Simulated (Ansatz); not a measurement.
# AlCuC4N4: the cost of one run

Program: Ansatz 0.2.0. Level of theory: DFT PBE, scalar-relativistic, plane waves, PAW. These are calculated values, not measurements.

## (1) The structure to begin with

It takes space group P-43m (No. 215, cubic). Conventional cell: a = 5.831 Å, b = 5.831 Å, c = 5.831 Å, α = 90.00°, β = 90.00°, γ = 90.00°. Around Al (site symmetry -43m) lie 4 N at 1.96 Å. Cu (site symmetry -43m) has 4 C at 1.92 Å in its first shell of neighbours. C (site symmetry 3m) has 1 N at 1.17 Å and 1 Cu at 1.92 Å in its first shell of neighbours. Around N (site symmetry 3m) lie 1 C at 1.17 Å and 1 Al at 1.96 Å.

Coordinates:

```cif
data_structure
_symmetry_space_group_name_H-M 'P-43m'
_symmetry_Int_Tables_number 215
_cell_length_a 5.8307
_cell_length_b 5.8307
_cell_length_c 5.8307
_cell_angle_alpha 90.000
_cell_angle_beta 90.000
_cell_angle_gamma 90.000
_cell_volume 198.22
loop_
_atom_site_label
_atom_site_type_symbol
_atom_site_symmetry_multiplicity
_atom_site_Wyckoff_symbol
_atom_site_fract_x
_atom_site_fract_y
_atom_site_fract_z
_atom_site_occupancy
Al1 Al 1 b 0.50000 0.50000 0.50000 1
Cu1 Cu 1 a 0.00000 0.00000 0.00000 1
C1 C 4 e 0.18982 0.18982 0.18982 1
N1 N 4 e 0.30567 0.30567 0.30567 1
```

Recipe of the guess: two interpenetrating cyanide-bridged diamond nets (P-43m, No. 215). The dimensions are guesses.

## (2) Probe: one point on a coarse mesh

input.yaml reads:

```yaml
crystal:
  lattice:
    - [5.83066037, 0.0, 0.0]
    - [0.0, 5.83066037, 0.0]
    - [0.0, 0.0, 5.83066037]
  atoms:
    - { symbol: Al, position: [0.5, 0.5, 0.5] }
    - { symbol: Cu, position: [0.0, 0.0, 0.0], spin: 1.0 }
    - { symbol: C, position: [0.18982077, 0.18982077, 0.18982077] }
    - { symbol: C, position: [0.18982077, 0.81017923, 0.81017923] }
    - { symbol: C, position: [0.81017923, 0.18982077, 0.81017923] }
    - { symbol: C, position: [0.81017923, 0.81017923, 0.18982077] }
    - { symbol: "N", position: [0.30567383, 0.30567383, 0.30567383] }
    - { symbol: "N", position: [0.30567383, 0.69432617, 0.69432617] }
    - { symbol: "N", position: [0.69432617, 0.30567383, 0.69432617] }
    - { symbol: "N", position: [0.69432617, 0.69432617, 0.30567383] }
basis:
  ecutwfc: 420
kpoints:
  mp_grid: { grid: [4, 4, 4] }
hamiltonian:
  xc: pbe
scf:
  occupations: { method: gaussian, width: 0.1 }
  lower_state_search: "off"
output:
  forces: true
  stress: true
  eigenvalues: true
  populations: true
magnetization:
  spin_polarized: true
```

Launch:

```
> ansatz run input.yaml --threads 1 --pin off --max-ram 2560MiB --backend cpu --events-out ev --progress --plain --runs-dir out
```

Q: Estimate wall time and peak memory on 1 thread of Intel Xeon 6975P-C (Granite Rapids), shared host.

About 12 s, with a peak of 0.5 GiB.
